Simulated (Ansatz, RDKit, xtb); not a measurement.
**C4H6S2Si: which of the isomers drawn lies lowest?**

A sample of isomers of C4H6S2Si is drawn. Aim: find which of them has the lowest free energy at 298.15 K, then its properties. The sample is small against all isomers, and the most stable one of this formula need not be in it.

Plan: many cheap relaxations first (GFN2-xTB), then density-functional screening, relaxation at B3LYP/def2-SVP, vibrations (at GFN2-xTB) and a final energy. The numbers are computed, not measured.

## 1. Drawing up candidates

Isomers were taken from a list of plausible structures; this is a sample, not all of them. That gives 3 candidates.

```csv
label,SMILES,spin
c292,SC1=CC=C[Si@@H]1S,singlet
c324,SC1=CC=C(S)[SiH2]1,singlet
c355,S[Si]1(S)C=CC=C1,singlet
```

Candidates are built by distance geometry, with a force field where one applies, in up to four conformers (letters a to d).

**Question.** With final energies at CCSD(T)/def2-SVP + MP2/def2-TZVPP - MP2/def2-SVP, which structure will this search put lowest in free energy, and by what margin?

| quantity | value |
| --- | --- |
| lowest structure found | S[Si]1(S)C=CC=C1, singlet |
| next finalist | SC1=CC=C[Si@@H]1S, singlet, 20.8 kcal/mol higher in G |
| share at equilibrium, among the finalists | 100.0 % |

The lowest structure found is `S[Si]1(S)C=CC=C1`. Among the finalists first place is clear (20.8 kcal/mol); structures outside the list aren't covered. GFN2-xTB, HF/STO-3G, r2SCAN-D4/def2-SVP, B3LYP/def2-SVP, HF/def2-SVP and MP2/def2-SVP already put its bonding pattern lowest among the structures in one piece. Lowest found is not proven lowest: the search is finite, and each finalist counts with one conformer. Only 3 drawn patterns were tried, so whole families of isomers are missing, and the result ranks this sample alone.
